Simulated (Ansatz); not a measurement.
# MgTi3N: the cost of one run

Method: DFT PBE, scalar-relativistic, plane waves, PAW, in Ansatz 0.2.0.

## (1) The structure to begin with

Symmetry: Pm-3m, No. 221, cubic system. Conventional cell: a = 4.176 Å, b = 4.176 Å, c = 4.176 Å, α = 90.00°, β = 90.00°, γ = 90.00°. Around Mg (site symmetry m-3m) lie 12 Ti at 2.95 Å. Ti (site symmetry 4/mmm) is surrounded by 2 N at 2.09 Å. N (site symmetry m-3m) has 6 Ti at 2.09 Å as nearest neighbours.

Coordinates:

```cif
data_structure
_symmetry_space_group_name_H-M 'Pm-3m'
_symmetry_Int_Tables_number 221
_cell_length_a 4.1760
_cell_length_b 4.1760
_cell_length_c 4.1760
_cell_angle_alpha 90.000
_cell_angle_beta 90.000
_cell_angle_gamma 90.000
_cell_volume 72.83
loop_
_atom_site_label
_atom_site_type_symbol
_atom_site_symmetry_multiplicity
_atom_site_Wyckoff_symbol
_atom_site_fract_x
_atom_site_fract_y
_atom_site_fract_z
_atom_site_occupancy
Mg1 Mg 1 b 0.50000 0.50000 0.50000 1
Ti1 Ti 3 d 0.50000 0.00000 0.00000 1
N1 N 1 a 0.00000 0.00000 0.00000 1
```

Recipe of the guess: random cell by space group and Wyckoff sites (Pm-3m, No. 221). Lengths come from tabulated atomic sizes and are only a guess.

## (2) Probe: one point on a coarse mesh

input.yaml

```yaml
crystal:
  lattice:
    - [4.1760022, 0.0, 0.0]
    - [0.0, 4.1760022, 0.0]
    - [0.0, 0.0, 4.1760022]
  atoms:
    - { symbol: Mg, position: [0.5, 0.5, 0.5] }
    - { symbol: Ti, position: [0.5, 0.0, 0.0], spin: 1.0 }
    - { symbol: Ti, position: [0.0, 0.5, 0.0], spin: 1.0 }
    - { symbol: Ti, position: [0.0, 0.0, 0.5], spin: 1.0 }
    - { symbol: "N", position: [0.0, 0.0, 0.0] }
basis:
  ecutwfc: 420
kpoints:
  mp_grid: { grid: [4, 4, 4] }
hamiltonian:
  xc: pbe
scf:
  occupations: { method: gaussian, width: 0.1 }
  lower_state_search: "off"
output:
  forces: true
  stress: true
  eigenvalues: true
  populations: true
magnetization:
  spin_polarized: true
```

On the command line:

```
$ ansatz run input.yaml --threads 1 --pin off --max-ram 2560MiB --backend cpu --events-out ev --progress --plain --runs-dir out
```

Q: Estimate wall time and peak memory on 1 thread of Intel Xeon at 2.70GHz, shared host.

About 6.2 s, with a peak of 0.38 GiB.
